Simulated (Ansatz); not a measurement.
Write a Python script for the Ansatz DFT code, driven from Python that makes an active-space calculation of CH3CuO, SMILES C[O][Cu]. Level of theory (for the species named): Hartree-Fock, def2-SVP basis, multiplicity 1.

```yaml
atoms:
  - { symbol: C, position_ang: [0.5414, -0.2026, -0.0064] }
  - { symbol: O, position_ang: [-0.1784, 0.9442, -0.5449] }
  - { symbol: Cu, position_ang: [-2.4070, 0.5275, 0.1638] }
  - { symbol: H, position_ang: [0.1327, -1.0767, -0.4435] }
  - { symbol: H, position_ang: [1.5710, -0.1067, -0.2996] }
  - { symbol: H, position_ang: [0.3824, -0.1497, 1.0843] }
```

The script, `cas_ch3cuo.py`:
```python
"""Static correlation in CH3CuO: natural occupations of an active space."""

import ansatz as az
from ase import Atoms

BASIS_SET = "def2-SVP"


def main() -> None:
    atoms = Atoms(["C", "O", "Cu", "H", "H", "H"], positions=[
        [0.5414, -0.2026, -0.0064],
        [-0.1784, 0.9442, -0.5449],
        [-2.407, 0.5275, 0.1638],
        [0.1327, -1.0767, -0.4435],
        [1.571, -0.1067, -0.2996],
        [0.3824, -0.1497, 1.0843],
    ])
    system = az.Crystal.molecule_from_ase(atoms)

    job = (
        system.calculation()
        .basis(gaussian=BASIS_SET)
        .correlation(active_electrons=2, active_orbitals=3)
    )
    for method in [None, "sc_nevpt2"]:
        report = (job if method is None else job.correlation(method)).run(threads=1).report
        space = report["configurations"]
        state = space["states"][0]
        print(method or "casscf", f"total {report['free_energy_ev'] / 27.211386246:.6f} Ha, active-space state {state['energy']['hartree']:.6f} Ha, mean field {report['reference_energy_ev'] / 27.211386246:.6f} Ha")
        print("  determinants", state["n_determinants"], " natural occupations", [round(n, 3) for n in space["natural_occupations"]])


if __name__ == "__main__":
    main()
```

```console
$ python cas_ch3cuo.py
casscf total -1753.030370 Ha, active-space state -1753.030370 Ha, mean field -1752.998507 Ha
  determinants 9  natural occupations [1.867, 0.133, 0.001]
sc_nevpt2 total -1753.701573 Ha, active-space state -1753.030369 Ha, mean field -1752.998507 Ha
  determinants 9  natural occupations [1.867, 0.133, 0.001]
```

Total energies depend on the basis set; only differences at equal settings carry meaning. The geometry is a force-field or estimated start, not a minimum of this method, and the basis set is short of its limit. The active space starts as a window about the frontier orbitals and is then optimised, not chosen by chemistry. Timing: 13 s on 1 thread of Arm Neoverse V2, with other jobs on the host, peak memory 0.24 GiB.

(Lines on the test bed's own set-up are left out of the output.)
